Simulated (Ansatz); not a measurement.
The system is CoO.

```xyz
2
Lattice="0.0000 2.1315 2.1315 2.1315 0.0000 2.1315 2.1315 2.1315 0.0000" Properties=species:S:1:pos:R:3 pbc="T T T"
Co    0.0000    0.0000    0.0000
O     2.1315    2.1315    2.1315
```

* Program: Ansatz 0.2.0
* Task: relaxation of cell and atoms
* Functional: BLYP
* Potentials or basis: Ansatz PAW
* Cutoff: 420 eV (not typed: the program's choice for these potentials)
* k mesh: 11 × 11 × 11
* Occupations: fermi-dirac, width 0.05 eV
* Spin: collinear spin, ferromagnetic start
* Starting moments: [2.0, 0.0] μB

At the start: volume 9.68 Å³/atom.

Problem. Where does the relaxation end?

Solution. It ends after 7 steps and the volume is 9.98 Å³/atom (+3.1 %); space group Fm-3m (No. 225, to 0.05 Å); moment 2.89 μB per cell.

The path:
```csv
step,energy change (eV),largest force (eV/Å),volume (Å³)
1,0.0000,0.0000,19.37
2,-0.0049,0.0000,19.65
3,-0.0054,0.0000,19.92
4,-0.0053,0.0000,19.93
5,-0.0087,0.0000,19.93
6,-0.0086,0.0000,19.96
7,-0.0088,0.0000,19.96
```

Final structure:
```yaml
crystal:
  lattice:
    - [0.00000, 2.15309, 2.15309]
    - [2.15309, 0.00000, 2.15309]
    - [2.15309, 2.15309, 0.00000]
  atoms:
    - { symbol: Co, position: [0.00000, 0.00000, 0.00000] }
    - { symbol: O, position: [0.50000, 0.50000, 0.50000] }
```

Caveat: the plane-wave basis is chosen anew once the cell has moved, so the energies of steps on either side of that aren't comparable; the pressure holds a Pulay correction of +0.9 GPa for the finite cutoff; a cell with one magnetic atom can't hold antiferromagnetic order, which such compounds often take; the PAW data sets come from PBE, with cores solved anew for the run's functional, which leaves a small shift of forces and pressure.
